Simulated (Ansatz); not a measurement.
**Pd: energies up the ladder**

Aim: energies up the ladder, for Pd, with the cost of each level.

Program: Ansatz 0.2.0. Level of theory: the levels named in each step. These are calculated values, not measurements.

## 1. Starting point

Structure file:

```xyz
1

Pd    0.0000    0.0000    0.0000
```

## 2. Single point, PBE0/def2-TZVPP

Input file input.yaml:

```yaml
crystal:
  periodic: [false, false, false]
  atoms:
    - { symbol: Pd, position_ang: [0.0, 0.0, 0.0] }
basis:
  gaussian: { orbitals: def2-TZVPP }
hamiltonian:
  xc: pbe0
```

Command:

```console
$ ansatz run input.yaml --threads 1 --pin off --max-ram 2560MiB --backend cpu --events-out ev --progress --plain --runs-dir out
```

After this run come: Single point, PBE/def2-TZVPP; Single point, r2SCAN/def2-TZVPP; Single point, B3LYP/def2-TZVPP; Single point, wB97M-V/def2-TZVPP; Single point, B2PLYP/def2-TZVPP; Single point, LDA/def2-TZVPP; Single point, PBE0/def2-SVP; Single point, PBE/def2-SVP.

Before running it: what results should come out? Wanted: energy at PBE/def2-SVP.

As calculated:

```
              quantity         value
energy at PBE/def2-SVP  -3478.908 eV
```

**Reading.** These totals serve in differences with atoms or fragments at the same level; alone they don't rank the methods. Heavy atoms carry effective core potentials in def2 sets, and spin-orbit coupling is left out.
